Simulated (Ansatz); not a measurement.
# FH7O2Si2: the cost of one run

Method: RHF/def2-SVP, in Ansatz 0.2.0.

## Step 1: The system as given

Bond lengths: Si1–O2 2.065 Å, Si1–O3 1.625 Å, O3–Si4 1.622 Å, Si1–H5 1.442 Å, Si1–H6 1.446 Å, Si1–F8 2.004 Å, O2–H9 0.954 Å, Si4–H10 1.462 Å, Si4–H11 1.465 Å, Si4–H12 1.462 Å. Angles (14 of 18 angles, heavy atoms first): O2–Si1–O3 96.1°, O2–Si1–F8 68.6°, O3–Si1–F8 164.4°, Si1–O3–Si4 161.3°, Si1–O2–H9 110.6°, O2–Si1–H5 104.2°, O2–Si1–H6 109.2°, O3–Si1–H5 103.4°, O3–Si1–H6 99.9°, H5–Si1–F8 84.0°, H6–Si1–F8 83.1°, O3–Si4–H10 104.2°, O3–Si4–H11 106.9°, O3–Si4–H12 109.4°.

Structure file:

```xyz
12

Si    0.0227    1.1205    0.2779
O     1.2774    0.4507   -1.2190
O    -0.6350   -0.3279    0.6111
Si   -1.1790   -1.8456    0.4350
H    -1.0288    1.8119   -0.4258
H     0.7907    1.3279    1.4857
H     1.5561    1.6858   -1.1068
F     1.1776    2.6004   -0.4234
H     1.9748   -0.0899   -0.8561
H    -2.1410   -2.0092    1.5239
H    -0.0221   -2.7332    0.5804
H    -1.7935   -1.9914   -0.8830
```

## Step 2: A restrained relaxation towards end A

Springs on the bonds that form and break draw the guess towards this end; the thresholds are loose.

Input file input.yaml:

```yaml
crystal:
  periodic: [false, false, false]
  atoms:
    - { symbol: Si, position_ang: [0.0227, 1.1205, 0.2779] }
    - { symbol: O, position_ang: [1.2774, 0.4507, -1.219] }
    - { symbol: O, position_ang: [-0.635, -0.3279, 0.6111] }
    - { symbol: Si, position_ang: [-1.179, -1.8456, 0.435] }
    - { symbol: H, position_ang: [-1.0288, 1.8119, -0.4258] }
    - { symbol: H, position_ang: [0.7907, 1.3279, 1.4857] }
    - { symbol: H, position_ang: [1.5561, 1.6858, -1.1068] }
    - { symbol: F, position_ang: [1.1776, 2.6004, -0.4234] }
    - { symbol: H, position_ang: [1.9748, -0.0899, -0.8561] }
    - { symbol: H, position_ang: [-2.141, -2.0092, 1.5239] }
    - { symbol: H, position_ang: [-0.0221, -2.7332, 0.5804] }
    - { symbol: H, position_ang: [-1.7935, -1.9914, -0.883] }
basis:
  gaussian: { orbitals: def2-SVP }
hamiltonian:
  xc: hf
relax:
  f_tol: 0.15
  max_steps: 25
  restrain:
    - { distance: [0, 7], at: 2.98, k: 30.0 }
    - { distance: [6, 1], at: 2.27, k: 30.0 }
    - { distance: [0, 1], at: 1.77, k: 30.0 }
    - { distance: [6, 7], at: 0.88, k: 30.0 }
output:
  orbitals: {}
```

Started as:

```
ansatz run input.yaml --threads 2 --pin off --max-ram 3072MiB --backend cpu --events-out ev --progress --plain --runs-dir out
```

**Question.** How long does this run take on 2 threads of Arm Neoverse V1, shared host, and how much memory does it need?

About 26 s, with a peak of 0.23 GiB.
